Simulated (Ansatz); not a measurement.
# SiC (3C silicon carbide): the cost of one run

Method: DFT PBE, scalar-relativistic, plane waves, PAW, in Ansatz 0.2.0.

### 1 The starting structure

The structure is cubic, space group F-43m (No. 216). Conventional cell: a = 4.360 Å, b = 4.360 Å, c = 4.360 Å, α = 90.00°, β = 90.00°, γ = 90.00°. Si (site symmetry -43m) has 4 C at 1.89 Å as nearest neighbours. C (site symmetry -43m) has 4 Si at 1.89 Å as nearest neighbours.

As a file:

```
Si C
1.0
     4.36000    0.00000    0.00000
     0.00000    4.36000    0.00000
     0.00000    0.00000    4.36000
Si C
4 4
Direct
  0.00000 0.00000 0.00000
  0.00000 0.50000 0.50000
  0.50000 0.00000 0.50000
  0.50000 0.50000 0.00000
  0.25000 0.25000 0.25000
  0.25000 0.75000 0.75000
  0.75000 0.25000 0.75000
  0.75000 0.75000 0.25000
```

### 2 Relaxing cell and atoms: SiC (3C silicon carbide), no spin

The input, input.yaml:

```yaml
crystal:
  lattice:
    - [4.36, 0.0, 0.0]
    - [0.0, 4.36, 0.0]
    - [0.0, 0.0, 4.36]
  atoms:
    - { symbol: Si, position: [0.0, 0.0, 0.0] }
    - { symbol: Si, position: [0.0, 0.5, 0.5] }
    - { symbol: Si, position: [0.5, 0.0, 0.5] }
    - { symbol: Si, position: [0.5, 0.5, 0.0] }
    - { symbol: C, position: [0.25, 0.25, 0.25] }
    - { symbol: C, position: [0.25, 0.75, 0.75] }
    - { symbol: C, position: [0.75, 0.25, 0.75] }
    - { symbol: C, position: [0.75, 0.75, 0.25] }
scf:
  occupations: { method: fixed }
output:
  forces: true
  stress: true
  eigenvalues: true
  write_density: true
  write_potential: true
  elf: true
  volumetric_format: npy
hamiltonian:
  xc: pbe
kpoints:
  mp_grid: { grid: [6, 6, 6] }
basis:
  ecutwfc: 500
relax:
  f_tol: 0.002
  max_steps: 60
  cell: { stress_tol: 0.05 }
```

Launch:

```console
$ ansatz run input.yaml --threads 8 --pin off --max-ram 20480MiB --backend cpu --events-out ev --progress --plain --runs-dir out
```

What time and memory should one allow on 8 threads of Intel Xeon Platinum 8488C (Sapphire Rapids), shared host?

About 3.1 s, with a peak of 0.47 GiB.
